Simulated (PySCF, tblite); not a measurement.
# C7H11NSi2: geometry, infrared bands and NMR shifts

Aim: predict the infrared bands and NMR shifts of C7H11NSi2 (`[SiH3]N([SiH3])c1cccc2c1C2`).

Programs: tblite 0.8.0 and PySCF 2.14.0, with density-fitted response routines of our own. Each step states its level of theory. These are calculated values for one molecule in the gas phase, unless marked as measured. Atoms count from 0, in the outputs and in this text.

**1. The starting structure**

21 atoms, charge 0, multiplicity 1; geometry from: force field or distance geometry start.

Bonds of the start (Å): Si0–N1 1.78, N1–Si2 1.80, N1–C3 1.43, C3–C4 1.41, C4–C5 1.38, C5–C6 1.38, C6–C7 1.36, C7–C8 1.40, C8–C9 1.48, C8–C3 1.37, C9–C7 1.50, Si0–H10 1.45, Si0–H11 1.50, Si0–H12 1.49, Si2–H13 1.45, Si2–H14 1.45, Si2–H15 1.48, C4–H16 1.08, C5–H17 1.09, C6–H18 1.10, C9–H19 1.11, C9–H20 1.13.

**2. Relaxing the molecule with GFN2-xTB**

Job settings and geometry (Å):

```
{"job": {"kind": "relax", "xc": "GFN2-xTB", "basis": "xTB"}, "charge": 0, "multiplicity": 1}
Si    -2.516900    -1.052800    -0.622100
N     -1.315300     0.167800    -0.133000
Si    -1.728700     1.909100     0.084100
C      0.054700    -0.147300     0.122300
C      0.297100    -1.024900     1.204000
C      1.617300    -1.321000     1.452400
C      2.650700    -0.788000     0.702500
C      2.437400     0.063700    -0.334200
C      1.098900     0.364600    -0.610100
C      2.127900     0.987000    -1.470900
H     -1.953400    -2.299900    -1.113900
H     -3.369400    -1.412400     0.555800
H     -3.491600    -0.442000    -1.576800
H     -3.115100     2.037500    -0.335000
H     -0.789600     2.683300    -0.698200
H     -1.665800     2.135700     1.541500
H     -0.505000    -1.439700     1.792400
H      1.804100    -2.001700     2.284000
H      3.695000    -1.036600     0.938600
H      2.250000     0.573200    -2.494400
H      2.409000     2.061300    -1.289400
```

The run is started by

```
$ OMP_NUM_THREADS=1 python probes_run.py task.json out
```

One launch serves the whole session: the jobs run in the order shown.

**Question.** This job is followed by: GFN2-xTB harmonic vibrations, gas phase; GIAO PBE0/pcSseg-1 NMR shielding, non-relativistic, gas phase. Predict these results of the whole session: strongest single infrared mode (GFN2-xTB); zero-point energy (GFN2-xTB); ¹³C shifts against TMS (PBE0/pcSseg-1); ¹H shifts against TMS (PBE0/pcSseg-1, means over atoms taken as alike); ²⁹Si shifts against TMS (PBE0/pcSseg-1, means over atoms taken as alike); ¹⁵N shifts against NH3 (PBE0/pcSseg-1).

As calculated:

| quantity | value |
| --- | --- |
| strongest single infrared mode (GFN2-xTB) | 788 cm⁻¹, 691 km/mol |
| zero-point energy (GFN2-xTB) | 92.1 kcal/mol |
| ¹³C shifts against TMS (PBE0/pcSseg-1) | 141.6, 137.2, 135.4, 122.3, 115.1, 109.8, 26.4 ppm |
| ¹H shifts against TMS (PBE0/pcSseg-1, means over atoms taken as alike) | 7.45, 7.20, 6.82, 4.97, 3.62 ppm |
| ²⁹Si shifts against TMS (PBE0/pcSseg-1, means over atoms taken as alike) | -51.2 ppm |
| ¹⁵N shifts against NH3 (PBE0/pcSseg-1) | 51.7 ppm |

**Reading.** Relaxing lowered the energy by 0.742 eV in 157 steps; the close pair that moved most is N1–Si2, from 1.803 to 1.752 Å. All 57 modes are real, so the xTB geometry is a minimum. Unscaled tight-binding wavenumbers are off by several per cent, some by more. Its intensities can rank the bands wrongly. At PBE0/pcSseg-1: Shielding is most anisotropic at C7 (span 310 ppm, paramagnetic term -225 ppm). NICS(1)zz of -25 ppm above the planar ring from C3 marks a diatropic (aromatic) ring current.
